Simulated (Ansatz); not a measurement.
# Cu: an axial (c/a) deformation path

The task here is to estimate one member of a computed series from the others.

This is Cu in the hcp structure; at room conditions it is fcc.

Method: DFT PBEsol, scalar-relativistic, plane waves, PAW, in Ansatz 0.2.0.

1 further run of the same task is left out (set aside as unsound or not needed).

## The structure to begin with

Symmetry: P6_3/mmc, No. 194, hexagonal system. The conventional cell has a = 2.534 Å, b = 2.534 Å, c = 4.113 Å, α = 90.00°, β = 90.00°, γ = 120.00°. Cu (site symmetry -6m2) has 12 Cu at 2.52 to 2.53 Å as nearest neighbours.

As a file:

```
Cu
1.0
     2.53410    0.00000    0.00000
    -1.26705    2.19459    0.00000
     0.00000    0.00000    4.11257
Cu
2
Direct
  0.33333 0.66667 0.25000
  0.66667 0.33333 0.75000
```

It goes back to an entry of the Materials Project, which need not be the stable form.

The cell is taken as given, not relaxed at this level.

## Zero of energy

The reference gives a free energy of -13177.5300 eV, pressure -1.59 GPa, largest force 0.000 eV/Å and gap on the mesh none (metal). It was computed beforehand with the settings of the runs below.

The first run:

At fixed volume and fractional coordinates, lengths along (0.000, 0.000, 1.000) are scaled against those across it; ρ is that ratio over its starting value.

The input, input.yaml:

```yaml
crystal:
  lattice:
    - [2.6751627156, 0.0, 0.0]
    - [-1.3375813578, 2.316758871, 0.0]
    - [0.0, 0.0, 3.6902803375]
  atoms:
    - { symbol: Cu, position: [0.3333333333, 0.6666666667, 0.25] }
    - { symbol: Cu, position: [0.6666666667, 0.3333333333, 0.75] }
basis:
  ecutwfc: 420
kpoints:
  mp_grid: { grid: [24, 24, 14] }
hamiltonian:
  xc: pbesol
scf:
  occupations: { method: gaussian, width: 0.15 }
output:
  forces: true
  stress: true
  eigenvalues: true
```

The run is started by

```
> ansatz run input.yaml --threads 1 --pin off --max-ram 2560MiB --backend cpu --events-out ev --progress --plain --runs-dir out
```

Among the steps run: At ρ = 0.850; Point ρ = 1.200; ρ = 0.920; Point ρ = 1.100; ρ = 0.960; At ρ = 1.050; At ρ = 0.800; At ρ = 1.300.

One of the session's tables, all rows but one given; the rest of the session is left out.

The scan, with free energies counted from the undisturbed cell:

```
    ρ  ΔE (meV/atom)  pressure (GPa)
0.800          194.3             6.3
0.850          114.6             3.1
0.920           37.2            -0.1
0.960           11.0            -1.2
1.000            0.0            -1.6
1.050            6.5            -1.3
1.100           32.9            -0.1
1.200              ?               ?
1.300          301.3            12.5
```

Estimate the missing values for ρ = 1.200.

Worked estimate for «ΔE (meV/atom)». A straight line through the neighbours (1.100, 32.9) and (1.300, 301.3) gives 32.9 + (301.3 − 32.9) × (1.200 − 1.100) / (1.300 − 1.100) = 167.1; a parabola fitted to 3 rows on both sides gives 134.5.

**Answer.** ΔE (meV/atom): 136.2; pressure (GPa): 4.7. In «ΔE (meV/atom)» the line misses by +30.9 and the parabola by -1.7.
